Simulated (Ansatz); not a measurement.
# SiC4: the cost of one run

Program: Ansatz 0.2.0. Level of theory: DFT PBE, scalar-relativistic, plane waves, PAW. These are calculated values, not measurements.

1 further run of the same task is left out (set aside as unsound or not needed). Runs told in other sessions of the task aren't counted.

## Step 1: The system as given

The structure is cubic, space group Im-3m (No. 229). The conventional cell has a = 4.376 Å, b = 4.376 Å, c = 4.376 Å, α = 90.00°, β = 90.00°, γ = 90.00°. Si (site symmetry m-3m) has 8 C at 1.90 Å in its first shell of neighbours. C (site symmetry -3m) is surrounded by 2 Si at 1.90 Å.

Coordinates:

```
Si C
1.0
    -2.18822    2.18822    2.18822
     2.18822   -2.18822    2.18822
     2.18822    2.18822   -2.18822
Si C
1 4
Direct
  0.00000 0.00000 0.00000
  0.00000 0.00000 0.50000
  0.50000 0.00000 0.00000
  0.00000 0.50000 0.00000
  0.50000 0.50000 0.50000
```

It is the end of an earlier relaxation with the same method, from a database cell with other species swapped in; it is a trial structure. At a tolerance of 0.05 Å it has space group Im-3m (No. 229); it has 8.38 Å³/atom, an uncorrected energy of +2.73 eV/atom over the elements.

## Step 2: Static run: bands, density of states and charges

The input, input.yaml:

```yaml
crystal:
  lattice:
    - [-2.1882159411, 2.1882159411, 2.1882159411]
    - [2.1882159411, -2.1882159411, 2.1882159411]
    - [2.1882159411, 2.1882159411, -2.1882159411]
  atoms:
    - { symbol: Si, position: [0.0, 0.0, 0.0] }
    - { symbol: C, position: [0.0, 0.0, 0.5] }
    - { symbol: C, position: [0.5, 0.0, 0.0] }
    - { symbol: C, position: [0.0, 0.5, 0.0] }
    - { symbol: C, position: [0.5, 0.5, 0.5] }
basis:
  ecutwfc: 420
kpoints:
  mp_grid: { grid: [12, 12, 12] }
  band_path:
    path:
      - [[0.0, 0.0, 0.0], [0.5, -0.5, 0.5], [0.0, 0.0, 0.5], [0.0, 0.0, 0.0], [0.25, 0.25, 0.25], [0.5, -0.5, 0.5]]
      - [[0.25, 0.25, 0.25], [0.0, 0.0, 0.5]]
    npoints: 14
hamiltonian:
  xc: pbe
scf:
  occupations: { method: gaussian, width: 0.1 }
  n_extra_bands: 12
output:
  forces: true
  stress: true
  eigenvalues: true
  populations: true
  dos: { projected: true, de: 0.02, nscf_kmesh: { grid: [15, 15, 15] } }
  bader: true
  write_density: true
  write_potential: true
  elf: true
  volumetric_format: npy
```

The run is started by

```
ansatz run input.yaml --threads 1 --pin off --max-ram 2560MiB --backend cpu --events-out ev --progress --plain --runs-dir out
```

What time and memory should one allow on 1 thread of Arm Neoverse V1, shared host?

About 27 s, with a peak of 0.3 GiB.
